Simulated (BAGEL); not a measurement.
# C2H4O2Si (SMILES O[SiH]1C=CO1): PBE0/6-31G(d) (density fitting with qzvpp-jkfit, spherical functions)

What is the energy change on altering one bond length of C2H4O2Si at PBE0/6-31G* (density fitting with qzvpp-jkfit, spherical functions)? 

The results are computed with BAGEL 1.2.2.

3 further runs of the same task are left out: 3 set aside as unsound or not needed.

### 1 The molecule

C2H4O2Si has 9 atoms, charge 0, and is taken as a singlet. SMILES: `O[SiH]1C=CO1`. Geometry: relaxed at GFN2-xTB. This is one conformer, not always the lowest.

Bond lengths: O1–Si2 1.614 Å, Si2–C3 1.890 Å, C3–C4 1.333 Å, Si2–O5 1.711 Å, C4–O5 1.381 Å, O1–H6 0.955 Å, Si2–H7 1.442 Å, C3–H8 1.071 Å, C4–H9 1.076 Å. Some angles: O1–Si2–C3 125.1°, O1–Si2–O5 113.7°, C3–Si2–O5 74.7°, Si2–C3–C4 85.8°, C3–C4–O5 107.6°, Si2–O5–C4 91.8°, O1–Si2–H7 105.8°, C3–Si2–H7 120.9°, O5–Si2–H7 112.6°, Si2–O1–H6 121.2°.

### 2 A single-point energy at PBE0/6-31G(d) (density fitting with qzvpp-jkfit, spherical functions)

Input file calc.json:

```json
{ "bagel" : [

{
  "title" : "molecule",
  "basis" : "6-31gs.json",
  "df_basis" : "qzvpp-jkfit",
  "angstrom" : "true",
  "geometry" : [
    { "atom" : "O", "xyz" : [   -0.243540,    1.671680,    1.338390 ] },
    { "atom" : "Si", "xyz" : [    0.263790,    0.856590,    0.040660 ] },
    { "atom" : "C", "xyz" : [    0.713060,   -0.979520,    0.016470 ] },
    { "atom" : "C", "xyz" : [   -0.378020,   -1.135350,   -0.733540 ] },
    { "atom" : "O", "xyz" : [   -0.997300,    0.094790,   -0.828980 ] },
    { "atom" : "H", "xyz" : [   -0.963080,    1.347620,    1.876610 ] },
    { "atom" : "H", "xyz" : [    0.993230,    1.809170,   -0.759750 ] },
    { "atom" : "H", "xyz" : [    1.460340,   -1.699680,    0.282000 ] },
    { "atom" : "H", "xyz" : [   -0.848480,   -1.965300,   -1.231860 ] }
  ]
},
{ "title" : "ks", "xc_func" : "pbe0" },
{ "title" : "print", "file" : "orbitals.molden", "orbitals" : "true" }

]}
```

The basis set 6-31G* is read from a file made from the Basis Set Exchange's data (not shown).

Command:

```
$ BAGEL_NUM_THREADS=1 BAGEL calc.json > calc.out
```

Standard output:

```text
* using 1 threads per process

  ===============================================================
  ===============================================================

  *** Geometry ***

  { "atom" : "O", "xyz" : [     -0.460224,      3.159017,      2.529191 ] },
  { "atom" : "Si", "xyz" : [      0.498491,      1.618721,      0.076836 ] },
  { "atom" : "C", "xyz" : [      1.347488,     -1.851025,      0.031124 ] },
  { "atom" : "C", "xyz" : [     -0.714354,     -2.145501,     -1.386190 ] },
  { "atom" : "O", "xyz" : [     -1.884624,      0.179127,     -1.566545 ] },
  { "atom" : "H", "xyz" : [     -1.819957,      2.546633,      3.546279 ] },
  { "atom" : "H", "xyz" : [      1.876933,      3.418836,     -1.435719 ] },
  { "atom" : "H", "xyz" : [      2.759643,     -3.211930,      0.532903 ] },
  { "atom" : "H", "xyz" : [     -1.603395,     -3.713879,     -2.327878 ] },

  Number of auxiliary basis functions:      504

  Since a DF basis is specified, we compute 2- and 3-index integrals:
    o Being stored without compression. Storage requirement is 0.027 GB

  Number of basis functions:       82
  Number of electrons      :       46

    * METHOD: MOLECULE                             0.22

  *** Kohn-Sham DFT ***

    * Removing 17535 points whose weight is below 1.00e-10
    * Grid points: 116619

  === Nuclear Repulsion ===
   228.0241248989

       - DIIS with orbital gradients will be used.

  === KS iteration (pbe0 / 6-31gs.json) ===
      0       -483.95065251          0.13790607           0.32
      1       -448.56523157          0.18643529           0.30
      2       -459.71139324          0.18028688           0.30
      3       -499.28703324          0.15608971           0.30
      4       -504.51498473          0.13390765           0.30
      5       -517.43024326          0.03795976           0.31
      6       -517.87481073          0.02364140           0.32
      7       -518.09204664          0.01293143           0.31
      8       -518.16873002          0.00454728           0.30
      9       -518.17732319          0.00190994           0.30
     10       -518.17878621          0.00037373           0.30
     11       -518.17882875          0.00020635           0.31
     12       -518.17884730          0.00004100           0.30
     13       -518.17884809          0.00001117           0.30
     14       -518.17884811          0.00000985           0.30
     15       -518.17884815          0.00000241           0.30
     16       -518.17884816          0.00000044           0.30
     17       -518.17884816          0.00000016           0.30
     18       -518.17884816          0.00000011           0.30
     19       -518.17884816          0.00000004           0.30
     20       -518.17884816          0.00000001           0.30
    * SCF iteration converged.

    * Permanent dipole moment:
           (    0.022362,     0.377348,    -0.386645) a.u.

    * METHOD: KS                                   6.90

    * METHOD: PRINT                                0.01

  ===============================================================
```

Run time: 7.5 s. Hardware: 1 thread of Arm Neoverse V2, shared host; peak memory 0.46 GiB.

### 3 The distorted shape, same level

Input file calc.json:

```json
{ "bagel" : [

{
  "title" : "molecule",
  "basis" : "6-31gs.json",
  "df_basis" : "qzvpp-jkfit",
  "angstrom" : true,
  "geometry" : [
    { "atom" : "O", "xyz" : [      -0.319637,       1.793940,       1.533044 ] },
    { "atom" : "Si", "xyz" : [       0.263790,       0.856590,       0.040660 ] },
    { "atom" : "C", "xyz" : [       0.713060,      -0.979520,       0.016470 ] },
    { "atom" : "C", "xyz" : [      -0.378020,      -1.135350,      -0.733540 ] },
    { "atom" : "O", "xyz" : [      -0.997300,       0.094790,      -0.828980 ] },
    { "atom" : "H", "xyz" : [      -1.039177,       1.469880,       2.071264 ] },
    { "atom" : "H", "xyz" : [       0.993230,       1.809170,      -0.759750 ] },
    { "atom" : "H", "xyz" : [       1.460340,      -1.699680,       0.282000 ] },
    { "atom" : "H", "xyz" : [      -0.848480,      -1.965300,      -1.231860 ] }
  ]
},

{
  "title" : "ks",
  "xc_func" : "pbe0"
},

{
  "title" : "print",
  "file" : "orbitals.molden",
  "orbitals" : true
}

]}
```

The basis set 6-31G* is read from a file made from the Basis Set Exchange's data (not shown).

Command:

```
$ BAGEL_NUM_THREADS=1 BAGEL calc.json > calc.out
```

Standard output:

```text
* using 1 threads per process

  ===============================================================
  ===============================================================

  *** Geometry ***

  { "atom" : "O", "xyz" : [     -0.604026,      3.390055,      2.897033 ] },
  { "atom" : "Si", "xyz" : [      0.498491,      1.618721,      0.076836 ] },
  { "atom" : "C", "xyz" : [      1.347488,     -1.851025,      0.031124 ] },
  { "atom" : "C", "xyz" : [     -0.714354,     -2.145501,     -1.386190 ] },
  { "atom" : "O", "xyz" : [     -1.884624,      0.179127,     -1.566545 ] },
  { "atom" : "H", "xyz" : [     -1.963760,      2.777671,      3.914122 ] },
  { "atom" : "H", "xyz" : [      1.876933,      3.418836,     -1.435719 ] },
  { "atom" : "H", "xyz" : [      2.759643,     -3.211930,      0.532903 ] },
  { "atom" : "H", "xyz" : [     -1.603395,     -3.713879,     -2.327878 ] },

  Number of auxiliary basis functions:      504

  Since a DF basis is specified, we compute 2- and 3-index integrals:
    o Being stored without compression. Storage requirement is 0.027 GB

  Number of basis functions:       82
  Number of electrons      :       46

    * METHOD: MOLECULE                             0.23

  *** Kohn-Sham DFT ***

    * Removing 17139 points whose weight is below 1.00e-10
    * Grid points: 117015

  === Nuclear Repulsion ===
   220.7139616199

       - DIIS with orbital gradients will be used.

  === KS iteration (pbe0 / 6-31gs.json) ===
      0       -486.19213279          0.14646466           0.33
      1       -475.31004334          0.15962326           0.31
      2       -476.89629608          0.19200117           0.31
      3       -511.96395209          0.09755688           0.30
      4       -513.95399105          0.08851520           0.31
      5       -517.25262829          0.04131613           0.31
      6       -517.85076645          0.02403273           0.31
      7       -518.10753247          0.01031549           0.31
      8       -518.13915202          0.00632773           0.31
      9       -518.15791044          0.00079444           0.31
     10       -518.15820175          0.00022734           0.31
     11       -518.15822365          0.00007202           0.31
     12       -518.15822630          0.00002260           0.30
     13       -518.15822652          0.00000768           0.31
     14       -518.15822654          0.00000173           0.31
     15       -518.15822655          0.00000072           0.32
     16       -518.15822655          0.00000041           0.30
     17       -518.15822655          0.00000012           0.31
     18       -518.15822655          0.00000008           0.31
     19       -518.15822655          0.00000005           0.31
     20       -518.15822655          0.00000001           0.31
    * SCF iteration converged.

    * Permanent dipole moment:
           (   -0.116084,     0.611554,    -0.041246) a.u.

    * METHOD: KS                                   6.99

    * METHOD: PRINT                                0.01

  ===============================================================
```

Wall time 7.5 s (1 thread of Arm Neoverse V2, shared host); peak memory 0.46 GiB.

### 4 What came out

Level: PBE0/6-31G* (density fitting with qzvpp-jkfit, spherical functions).

```
                                                          quantity          value
                                         first shape: total energy  -518.17885 Eh
                                        first shape: dipole moment         1.37 D
                                          first shape: HOMO energy       -6.47 eV
                                          first shape: LUMO energy        0.19 eV
                                        first shape: HOMO–LUMO gap        6.66 eV
                                     distorted shape: total energy  -518.15823 Eh
                                    distorted shape: dipole moment         1.59 D
                                      distorted shape: HOMO energy       -6.72 eV
                                      distorted shape: LUMO energy       -0.21 eV
                                    distorted shape: HOMO–LUMO gap        6.51 eV
energy change with the O1–Si2 bond stretched from 1.614 to 1.856 Å       0.561 eV
```

With the O1–Si2 bond stretched from 1.614 to 1.856 Å the energy rises by 0.56 eV (54.1 kJ/mol). The first shape isn't relaxed at this level, so the change isn't measured from a minimum.
